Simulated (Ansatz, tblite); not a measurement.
# Sn22H28 ring sphere (Sn21AsH28+): removing and adding an electron

Aim: the energy of removing and adding an electron for Sn22H28 ring sphere (Sn21AsH28+), by energy differences, and how well orbital energies stand in for it.

The runs use Ansatz 0.2.0, Gaussian basis; as each input shows.

The runs, in order: charge +2 doublet, at the geometry of the singlet (PBE0-D4/def2-TZVP, PBE-D4/def2-TZVP, BHLYP-D4/def2-TZVP); charge 0 doublet, at the geometry of the singlet (PBE0-D4/def2-TZVP, PBE-D4/def2-TZVP, BHLYP-D4/def2-TZVP); the starting singlet's energies come from earlier runs.

2 further runs of the same task are left out: 1 for a known fault of the program, 1 set aside as unsound or not needed.

### Step 1. The geometry

The singlet was relaxed beforehand with r2SCAN-D4/def2-SVP.

50 atoms, charge 1, spin multiplicity 1.

Atoms are counted from 1 here; the program's logs count them from 0.

Bond lengths: Sn1–Sn14 2.799 Å, Sn1–Sn15 2.809 Å, Sn1–H23 1.717 Å, Sn1–H24 1.717 Å, Sn2–Sn15 2.815 Å, Sn2–Sn16 2.800 Å, Sn2–H25 1.718 Å, Sn2–H26 1.718 Å, Sn3–Sn14 2.797 Å, Sn3–Sn17 2.802 Å, Sn3–H27 1.716 Å, Sn3–H28 1.715 Å, Sn4–Sn14 2.804 Å, Sn4–As18 2.656 Å, Sn4–H29 1.718 Å, Sn4–H30 1.718 Å, Sn5–Sn15 2.819 Å, Sn5–As18 2.672 Å and more. Angles: Sn14–Sn1–Sn15 109.1°, Sn14–Sn1–H23 109.4°, Sn14–Sn1–H24 109.9°, Sn15–Sn1–H23 109.1°, Sn15–Sn1–H24 110.2°, H23–Sn1–H24 109.1°, Sn15–Sn2–Sn16 110.6°, Sn15–Sn2–H25 108.1°, Sn15–Sn2–H26 106.7°, Sn16–Sn2–H25 111.3°, Sn16–Sn2–H26 111.5°, H25–Sn2–H26 108.5°, Sn14–Sn3–Sn17 106.6°, Sn14–Sn3–H27 109.5°, Sn14–Sn3–H28 110.5°, Sn17–Sn3–H27 110.0°, Sn17–Sn3–H28 110.6°, H27–Sn3–H28 109.7° and more.

Sn takes a core potential in the def2 sets. No spin-orbit coupling is included. The ion is computed in the gas phase, without counter-ions or solvent.

### Step 2. Charge +2 doublet at the fixed geometry, PBE0-D4/def2-TZVP

in.yaml

```yaml
crystal:
  periodic: [false, false, false]
  atoms:
    - {symbol: Sn, position_ang: [-4.312655, -1.145336, -2.174384]}
    - {symbol: Sn, position_ang: [-4.325101, 2.191189, 1.107347]}
    - {symbol: Sn, position_ang: [-1.040041, -1.157544, -5.472573]}
    - {symbol: Sn, position_ang: [-0.899242, -4.062976, -1.999652]}
    - {symbol: Sn, position_ang: [-1.050970, -0.921456, 1.049317]}
    - {symbol: Sn, position_ang: [1.997499, -4.063485, 0.893842]}
    - {symbol: Sn, position_ang: [2.139764, -0.976477, -2.143743]}
    - {symbol: Sn, position_ang: [2.172926, -1.146039, 4.308860]}
    - {symbol: Sn, position_ang: [-1.057150, 2.182265, -2.173786]}
    - {symbol: Sn, position_ang: [-1.082502, 5.448750, 1.081128]}
    - {symbol: Sn, position_ang: [2.172073, 2.182634, 1.053055]}
    - {symbol: Sn, position_ang: [-1.109255, 2.190081, 4.322553]}
    - {symbol: Sn, position_ang: [5.470068, -1.158636, 1.035422]}
    - {symbol: Sn, position_ang: [-2.613640, -2.708840, -3.757006]}
    - {symbol: Sn, position_ang: [-2.762307, 0.591557, -0.602207]}
    - {symbol: Sn, position_ang: [-2.695064, 3.824573, 2.693387]}
    - {symbol: Sn, position_ang: [0.487141, 0.534755, -3.843194]}
    - {symbol: As, position_ang: [0.535693, -2.370709, -0.539252]}
    - {symbol: Sn, position_ang: [0.601491, 0.592169, 2.759199]}
    - {symbol: Sn, position_ang: [3.754368, -2.709771, 2.609065]}
    - {symbol: Sn, position_ang: [3.840310, 0.533895, -0.491267]}
    - {symbol: Sn, position_ang: [0.534687, 3.822127, -0.537810]}
    - {symbol: H, position_ang: [-5.343013, -0.218054, -3.187779]}
    - {symbol: H, position_ang: [-5.271407, -2.155383, -1.170513]}
    - {symbol: H, position_ang: [-5.292964, 1.150925, 2.073795]}
    - {symbol: H, position_ang: [-5.360475, 3.122309, 0.101154]}
    - {symbol: H, position_ang: [-2.055594, -0.227229, -6.495438]}
    - {symbol: H, position_ang: [-0.023294, -2.158402, -6.424771]}
    - {symbol: H, position_ang: [-1.676896, -4.989621, -0.779350]}
    - {symbol: H, position_ang: [0.341686, -5.011293, -2.716372]}
    - {symbol: H, position_ang: [-1.858288, -2.219080, 1.858049]}
    - {symbol: H, position_ang: [0.778119, -4.992422, 1.670134]}
    - {symbol: H, position_ang: [2.715344, -5.009395, -0.348245]}
    - {symbol: H, position_ang: [2.926574, -2.297104, -2.930848]}
    - {symbol: H, position_ang: [1.168135, -2.155572, 5.267218]}
    - {symbol: H, position_ang: [3.187161, -0.220110, 5.339605]}
    - {symbol: H, position_ang: [-2.062669, 3.158984, -3.180540]}
    - {symbol: H, position_ang: [-2.054878, 6.444649, 0.075996]}
    - {symbol: H, position_ang: [-0.076504, 6.443506, 2.053793]}
    - {symbol: H, position_ang: [3.179802, 3.159392, 2.057531]}
    - {symbol: H, position_ang: [-2.075588, 1.148064, 5.288720]}
    - {symbol: H, position_ang: [-0.103886, 3.120278, 5.359531]}
    - {symbol: H, position_ang: [6.421824, -2.159379, 0.018112]}
    - {symbol: H, position_ang: [6.493375, -0.228385, 2.050596]}
    - {symbol: H, position_ang: [-3.451370, -3.964527, -4.586663]}
    - {symbol: H, position_ang: [-3.699343, 4.798756, 3.698568]}
    - {symbol: H, position_ang: [1.594122, 1.480532, -4.767198]}
    - {symbol: H, position_ang: [4.584026, -3.965777, 3.446284]}
    - {symbol: H, position_ang: [4.764328, 1.478635, -1.599134]}
    - {symbol: H, position_ang: [1.558977, 4.756980, -1.563133]}
basis:
  gaussian: {orbitals: def2-TZVP, fitting: {mean_field: def2-universal-jkfit}}
total_charge: 2
magnetization: {spin_polarized: true, initial_magnetization: 1}
hamiltonian: {xc: pbe0, dispersion: d4}
scf: {omitted_lower_state_checks: [starts]}
output: {orbitals: {seedname: orbitals}}
```

Started as:

```sh
> ansatz run in.yaml --threads 11 --pin off --events-out ev --progress --plain --max-ram 120832MiB --backend cuda --devices 0, --max-vram 75GiB
```

The program printed:

```text
Functional definition: PBE0
  name "PBE0"
  cite "Adamo & Barone, J. Chem. Phys. 110, 6158 (1999) doi:10.1063/1.478522"
  cite "Perdew, Burke & Ernzerhof, Phys. Rev. Lett. 77, 3865 (1996) doi:10.1103/PhysRevLett.77.3865"
  parent pbe
  parameter a = 0.25
  parameter kappa = 0.804
  parameter beta = 0.06672455060314922
  exchange = (1 - a)*pbe_x(kappa = kappa, mu = beta*pi^2/3) + a*exact_x
  correlation = pbe_c(beta = beta)
these checks for a lower state are left out or cut short: starts
5348 factors; integrals over basis functions are off by at most 5.9e-1 eV
mean field evaluation 1: about -183751.1803 eV, gradient 2.8e1 eV
mean field evaluation 2: about -183741.3631 eV, gradient 5.1e1 eV
mean field evaluation 4: about -183755.1278 eV, gradient 6.4e0 eV
mean field evaluation 8: about -183755.3749 eV, gradient 6.6e-1 eV
mean field evaluation 16: about -183755.4023 eV, gradient 1.4e-1 eV
mean field -183755.40689897 eV, -6752.8866496490 hartree, gradient 5.9e-6 eV, S^2 0.755502; 0 other end points of the search recorded, 0 dependent functions left out
reference -183755.40703021 eV, -6752.8866544719 hartree; 261, 260 occupied and 1005, 1006 virtual orbitals, 5348 factors
Total energy: -183759.01305832 eV, -6753.0191735604 hartree
Checks for a lower state left out: starts
```

Run time: 44 s. Hardware: 1 × H100 with 11 threads of AMD EPYC 7R13, shared host; peak host memory 2.4 GiB.

Report: HOMO -11.35 eV, LUMO -10.66 eV (over both spins); ⟨S²⟩ 0.756 (pure: 0.75).

### Step 3. Charge +2 doublet at the fixed geometry, PBE-D4/def2-TZVP

start.molden holds the orbitals of an earlier run on this state, given as this run's starting guess.

in.yaml, as its differences from that of step 2:

```diff
@@ -54,6 +54,6 @@
 basis:
-  gaussian: {orbitals: def2-TZVP, fitting: {mean_field: def2-universal-jkfit}}
+  gaussian: {orbitals: def2-TZVP, fitting: {mean_field: def2-universal-jkfit}, initial_orbitals: start.molden}
 total_charge: 2
 magnetization: {spin_polarized: true, initial_magnetization: 1}
-hamiltonian: {xc: pbe0, dispersion: d4}
+hamiltonian: {xc: pbe, dispersion: d4}
 scf: {omitted_lower_state_checks: [starts]}
```

Launched as before.

The program printed:

```text
Functional definition: PBE
  name "PBE"
  cite "Perdew, Burke & Ernzerhof, Phys. Rev. Lett. 77, 3865 (1996) doi:10.1103/PhysRevLett.77.3865"
  parent pbe
  parameter kappa = 0.804
  parameter beta = 0.06672455060314922
  exchange = pbe_x(kappa = kappa, mu = beta*pi^2/3)
  correlation = pbe_c(beta = beta)
these checks for a lower state are left out or cut short: starts
5348 factors; integrals over basis functions are off by at most 5.9e-1 eV
mean field evaluation 1: about -183746.3873 eV, gradient 1.4e1 eV
mean field evaluation 2: about -183747.2676 eV, gradient 9.3e-1 eV
mean field evaluation 4: about -183747.2631 eV, gradient 2.2e-1 eV
mean field evaluation 8: about -183747.2649 eV, gradient 1.7e-5 eV
mean field evaluation 16: about -183747.2649 eV, gradient 1.9e-6 eV
mean field -183747.26487296 eV, -6752.5874357117 hartree, gradient 1.9e-6 eV, S^2 0.751076; 0 other end points of the search recorded, 0 dependent functions left out
reference -183747.26505046 eV, -6752.5874422350 hartree; 261, 260 occupied and 1005, 1006 virtual orbitals, 5348 factors
Total energy: -183751.14234191 eV, -6752.7299300674 hartree
Checks for a lower state left out: starts
```

It took 16 s on 1 × H100 with 11 threads of AMD EPYC 7R13, shared host; peak host memory 2.3 GiB.

Report: HOMO -10.62 eV, LUMO -10.64 eV (over both spins; with the spin held, an empty level of the minority spin lies below the top filled one); ⟨S²⟩ 0.751 (pure: 0.75).

### Step 4. Charge +2 doublet at the fixed geometry, BHLYP-D4/def2-TZVP

in.yaml, as its differences from that of step 3:

```diff
@@ -57,3 +57,3 @@
 magnetization: {spin_polarized: true, initial_magnetization: 1}
-hamiltonian: {xc: pbe, dispersion: d4}
+hamiltonian: {xc: {name: BHLYP}, dispersion: d4}
 scf: {omitted_lower_state_checks: [starts]}
```

Same command.

The program printed:

```text
Functional definition: BHLYP
  name "BHLYP"
  cite "Becke, J. Chem. Phys. 98, 1372 (1993) doi:10.1063/1.464304"
  cite "Becke, Phys. Rev. A 38, 3098 (1988) doi:10.1103/PhysRevA.38.3098"
  cite "Lee, Yang & Parr, Phys. Rev. B 37, 785 (1988) doi:10.1103/PhysRevB.37.785"
  parameter a = 0.5
  exchange = (1 - a)*b88_x + a*exact_x
  correlation = lyp_c
these checks for a lower state are left out or cut short: starts
5348 factors; integrals over basis functions are off by at most 5.9e-1 eV
mean field evaluation 1: about -183715.6408 eV, gradient 1.3e1 eV
mean field evaluation 2: about -183716.2714 eV, gradient 7.7e-1 eV
mean field evaluation 4: about -183716.2783 eV, gradient 3.3e-1 eV
mean field evaluation 8: about -183716.3063 eV, gradient 1.4e-1 eV
mean field evaluation 16: about -183716.3083 eV, gradient 5.5e-6 eV
mean field -183716.30832486 eV, -6751.4498035524 hartree, gradient 5.5e-6 eV, S^2 0.764549; 0 other end points of the search recorded, 0 dependent functions left out
reference -183716.30892120 eV, -6751.4498254673 hartree; 261, 260 occupied and 1005, 1006 virtual orbitals, 5348 factors
Total energy: -183723.34504948 eV, -6751.7083984125 hartree
Checks for a lower state left out: starts
```

Run time: 53 s. Hardware: 1 × H100 with 11 threads of AMD EPYC 7R13, shared host; peak host memory 2.3 GiB.

HOMO -11.95 eV, LUMO -10.34 eV (over both spins); ⟨S²⟩ 0.765 (pure: 0.75).

### Step 5. Vertical ionisation energy

Charged state less starting state, singlet to doublet; the starting state's energies are those of its earlier runs.

| level | vertical ionisation energy (eV) | time |
| --- | --- | --- |
| PBE-D4/def2-TZVP | +9.47 | 22 s |
| PBE0-D4/def2-TZVP | +9.86 | 58 s |
| BHLYP-D4/def2-TZVP | +10.09 | 67 s |

Times add the two runs; a level without a time comes out of a correlated run.

Beside −ε(HOMO) of the starting state:

```csv
level,−ε(HOMO) (eV),by difference (eV),mismatch (eV)
PBE-D4/def2-TZVP,8.18,9.47,-1.29
PBE0-D4/def2-TZVP,8.97,9.86,-0.90
BHLYP-D4/def2-TZVP,9.63,10.09,-0.46
```

### Step 6. Charge 0 doublet at the fixed geometry, PBE0-D4/def2-TZVP

in.yaml, as its differences from that of step 4:

```diff
@@ -54,6 +54,5 @@
 basis:
-  gaussian: {orbitals: def2-TZVP, fitting: {mean_field: def2-universal-jkfit}, initial_orbitals: start.molden}
-total_charge: 2
+  gaussian: {orbitals: def2-TZVP, fitting: {mean_field: def2-universal-jkfit}}
 magnetization: {spin_polarized: true, initial_magnetization: 1}
-hamiltonian: {xc: {name: BHLYP}, dispersion: d4}
+hamiltonian: {xc: pbe0, dispersion: d4}
 scf: {omitted_lower_state_checks: [starts]}
```

Same command.

The program printed:

```text
Functional definition: PBE0
  name "PBE0"
  cite "Adamo & Barone, J. Chem. Phys. 110, 6158 (1999) doi:10.1063/1.478522"
  cite "Perdew, Burke & Ernzerhof, Phys. Rev. Lett. 77, 3865 (1996) doi:10.1103/PhysRevLett.77.3865"
  parent pbe
  parameter a = 0.25
  parameter kappa = 0.804
  parameter beta = 0.06672455060314922
  exchange = (1 - a)*pbe_x(kappa = kappa, mu = beta*pi^2/3) + a*exact_x
  correlation = pbe_c(beta = beta)
these checks for a lower state are left out or cut short: starts
5348 factors; integrals over basis functions are off by at most 5.9e-1 eV
mean field evaluation 1: about -183766.3848 eV, gradient 2.4e1 eV
mean field evaluation 2: about -183767.5889 eV, gradient 1.9e1 eV
mean field evaluation 4: about -183769.1163 eV, gradient 4.0e0 eV
mean field evaluation 8: about -183769.1892 eV, gradient 6.4e-1 eV
mean field evaluation 16: about -183769.2115 eV, gradient 2.0e-2 eV
mean field evaluation 32: about -183769.2115 eV, gradient 6.6e-5 eV
mean field -183769.21150121 eV, -6753.3939594240 hartree, gradient 1.4e-5 eV, S^2 0.753436; 0 other end points of the search recorded, 0 dependent functions left out
reference -183769.21163726 eV, -6753.3939644239 hartree; 262, 261 occupied and 1004, 1005 virtual orbitals, 5348 factors
Total energy: -183772.92481980 eV, -6753.5304213652 hartree
Checks for a lower state left out: starts
```

Run time: 27 s. Hardware: 1 × H100 with 11 threads of AMD EPYC 7R13, shared host; peak host memory 2.4 GiB.

HOMO -3.19 eV, LUMO -2.21 eV (over both spins); ⟨S²⟩ 0.753 (pure: 0.75).

### Step 7. Charge 0 doublet at the fixed geometry, PBE-D4/def2-TZVP

in.yaml, as its differences from that of step 6:

```diff
@@ -54,5 +54,5 @@
 basis:
-  gaussian: {orbitals: def2-TZVP, fitting: {mean_field: def2-universal-jkfit}}
+  gaussian: {orbitals: def2-TZVP, fitting: {mean_field: def2-universal-jkfit}, initial_orbitals: start.molden}
 magnetization: {spin_polarized: true, initial_magnetization: 1}
-hamiltonian: {xc: pbe0, dispersion: d4}
+hamiltonian: {xc: pbe, dispersion: d4}
 scf: {omitted_lower_state_checks: [starts]}
```

The command is unchanged.

The program printed:

```text
Functional definition: PBE
  name "PBE"
  cite "Perdew, Burke & Ernzerhof, Phys. Rev. Lett. 77, 3865 (1996) doi:10.1103/PhysRevLett.77.3865"
  parent pbe
  parameter kappa = 0.804
  parameter beta = 0.06672455060314922
  exchange = pbe_x(kappa = kappa, mu = beta*pi^2/3)
  correlation = pbe_c(beta = beta)
these checks for a lower state are left out or cut short: starts
5348 factors; integrals over basis functions are off by at most 5.9e-1 eV
mean field evaluation 1: about -183759.9901 eV, gradient 1.4e1 eV
mean field evaluation 2: about -183760.8743 eV, gradient 9.1e-1 eV
mean field evaluation 4: about -183760.8730 eV, gradient 2.4e-1 eV
mean field evaluation 8: about -183760.8749 eV, gradient 9.0e-4 eV
mean field evaluation 16: about -183760.8749 eV, gradient 7.8e-6 eV
mean field -183760.87491161 eV, -6753.0875954072 hartree, gradient 2.1e-6 eV, S^2 0.750903; 0 other end points of the search recorded, 0 dependent functions left out
reference -183760.87509309 eV, -6753.0876020763 hartree; 262, 261 occupied and 1004, 1005 virtual orbitals, 5348 factors
Total energy: -183764.86890445 eV, -6753.2343719367 hartree
Checks for a lower state left out: starts
```

Wall time 16 s (1 × H100 with 11 threads of AMD EPYC 7R13, shared host); peak host memory 2.3 GiB.

HOMO -2.96 eV, LUMO -2.92 eV (over both spins); ⟨S²⟩ 0.751 (pure: 0.75).

### Step 8. Charge 0 doublet at the fixed geometry, BHLYP-D4/def2-TZVP

in.yaml, as its differences from that of step 7:

```diff
@@ -56,3 +56,3 @@
 magnetization: {spin_polarized: true, initial_magnetization: 1}
-hamiltonian: {xc: pbe, dispersion: d4}
+hamiltonian: {xc: {name: BHLYP}, dispersion: d4}
 scf: {omitted_lower_state_checks: [starts]}
```

Launched as before.

The program printed:

```text
Functional definition: BHLYP
  name "BHLYP"
  cite "Becke, J. Chem. Phys. 98, 1372 (1993) doi:10.1063/1.464304"
  cite "Becke, Phys. Rev. A 38, 3098 (1988) doi:10.1103/PhysRevA.38.3098"
  cite "Lee, Yang & Parr, Phys. Rev. B 37, 785 (1988) doi:10.1103/PhysRevB.37.785"
  parameter a = 0.5
  exchange = (1 - a)*b88_x + a*exact_x
  correlation = lyp_c
these checks for a lower state are left out or cut short: starts
5348 factors; integrals over basis functions are off by at most 5.9e-1 eV
mean field evaluation 1: about -183729.3650 eV, gradient 1.3e1 eV
mean field evaluation 2: about -183729.9957 eV, gradient 7.7e-1 eV
mean field evaluation 4: about -183729.9927 eV, gradient 6.7e-2 eV
mean field evaluation 8: about -183729.9929 eV, gradient 1.6e-5 eV
mean field -183729.99285085 eV, -6751.9527006066 hartree, gradient 1.6e-5 eV, S^2 0.756452; 0 other end points of the search recorded, 0 dependent functions left out
reference -183729.99346664 eV, -6751.9527232365 hartree; 262, 261 occupied and 1004, 1005 virtual orbitals, 5348 factors
Total energy: -183737.19285119 eV, -6752.2172957388 hartree
Checks for a lower state left out: starts
```

Run time: 26 s. Hardware: 1 × H100 with 11 threads of AMD EPYC 7R13, shared host.

Report: HOMO -3.36 eV, LUMO -1.44 eV (over both spins); ⟨S²⟩ 0.756 (pure: 0.75).

### Step 9. Vertical electron affinity

Starting state less charged state (positive: the electron is bound), singlet to doublet; the starting state's energies are those of its earlier runs.

| level | vertical electron affinity (eV) | time |
| --- | --- | --- |
| PBE-D4/def2-TZVP | +4.25 | 23 s |
| PBE0-D4/def2-TZVP | +4.05 | 41 s |
| BHLYP-D4/def2-TZVP | +3.76 | 40 s |

Times add the two runs; a level without a time comes out of a correlated run.

Beside −ε(LUMO) of the starting state:

```
             level  −ε(LUMO) (eV)  by difference (eV)  mismatch (eV)
  PBE-D4/def2-TZVP           5.45                4.25          +1.19
 PBE0-D4/def2-TZVP           4.79                4.05          +0.75
BHLYP-D4/def2-TZVP           4.01                3.76          +0.25
```

### Step 10. Summary of results

| quantity | value |
| --- | --- |
| vertical ionisation energy, functionals in def2-TZVP | 9.47 (PBE-D4) to 10.09 eV (BHLYP-D4) |
| vertical electron affinity, functionals in def2-TZVP | 3.76 (BHLYP-D4) to 4.25 eV (PBE-D4) |

What this shows: The vertical ionisation energy spans 9.47 to 10.09 eV over the functionals. −ε(HOMO) misses the level's own difference by -0.46 eV at best (BHLYP-D4) and -1.29 eV at worst (PBE-D4). The vertical electron affinity spans 3.76 to 4.25 eV over the functionals. −ε(LUMO) misses the level's own difference by +0.25 eV at best (BHLYP-D4) and +1.19 eV at worst (PBE-D4).
